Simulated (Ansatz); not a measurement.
# Cl₃FMoO: small, medium and large basis sets

An exercise on one series of results from a longer session: the logs are not shown, and one member is left open.

Computed with Ansatz 0.2.0, Gaussian basis. Level: one geometry, several basis sets.

Plan: PBE0-D4/def2-SVP; ωB97M-V/def2-SVP; PBE0-D4/def2-QZVPP; ωB97M-V/def2-QZVPP; the functionals' def2-TZVPP values are taken from earlier runs.

**The geometry**

The geometry comes from an earlier relaxation with PBE0-D4 in a triple-zeta def2 set; it is a stationary point. Mo takes the def2 core potential; no spin-orbit term is included.

SMILES `[O]=[Mo]([F])([Cl])([Cl])[Cl]`, 6 atoms, charge 0, spin multiplicity 1.

Atoms are counted from 1 here; the program's logs count them from 0.

Bond lengths: O1–Mo2 1.638 Å, Mo2–F3 1.848 Å, Mo2–Cl4 2.270 Å, Mo2–Cl5 2.269 Å, Mo2–Cl6 2.270 Å. Angles: O1–Mo2–F3 104.7°, O1–Mo2–Cl4 105.7°, O1–Mo2–Cl5 102.7°, O1–Mo2–Cl6 105.7°, F3–Mo2–Cl4 84.6°, F3–Mo2–Cl5 152.6°, F3–Mo2–Cl6 84.6°, Cl4–Mo2–Cl5 88.0°, Cl4–Mo2–Cl6 148.5°, Cl5–Mo2–Cl6 88.0°.

Coordinates:

```xyz
6

O    -1.7085   -0.1093    0.2030
Mo   -0.0798   -0.0302    0.0502
F     0.5713   -0.5261    1.7072
Cl    0.5780   -2.1057   -0.5933
Cl    0.1858    0.6360   -2.1024
Cl    0.4954    2.0711    0.6892
```

The first run:

Contents of in.yaml:

```yaml
crystal:
  periodic: [false, false, false]
  atoms:
    - {symbol: O, position_ang: [-1.708505, -0.109294, 0.203001]}
    - {symbol: Mo, position_ang: [-0.079822, -0.030182, 0.050239]}
    - {symbol: F, position_ang: [0.571304, -0.526067, 1.707168]}
    - {symbol: Cl, position_ang: [0.577969, -2.105717, -0.593311]}
    - {symbol: Cl, position_ang: [0.185753, 0.636022, -2.102395]}
    - {symbol: Cl, position_ang: [0.495401, 2.071138, 0.689196]}
basis:
  gaussian: {orbitals: def2-SVP}
hamiltonian: {xc: pbe0, dispersion: d4}
output: {orbitals: {seedname: orbitals}}
```

Launch:

```sh
> ansatz run in.yaml --threads 4 --pin off --events-out ev --progress --plain --max-ram 10444MiB
```

Among the steps run: PBE0-D4 in def2-SVP; ωB97M-V in def2-SVP; PBE0-D4 in def2-QZVPP; ωB97M-V in def2-QZVPP.

One table of the session follows, with a row left open; its other results are not shown here.

It belongs to the step «Functionals by basis». 

| functional | basis | HOMO (eV) | LUMO (eV) |
| --- | --- | --- | --- |
| PBE0-D4 | def2-SVP | -9.27 | -5.54 |
| PBE0-D4 | def2-TZVPP | -9.24 | -5.44 |
| PBE0-D4 | def2-QZVPP | -9.23 | -5.42 |
| ωB97M-V | def2-SVP | -11.38 | -3.50 |
| ωB97M-V | def2-TZVPP | -11.39 | -3.44 |
| ωB97M-V | def2-QZVPP | ? | ? |

Estimate the missing values for ωB97M-V, def2-QZVPP.

The run gave: HOMO (eV): -11.40; LUMO (eV): -3.43. In the column «HOMO (eV)» it is the lowest.
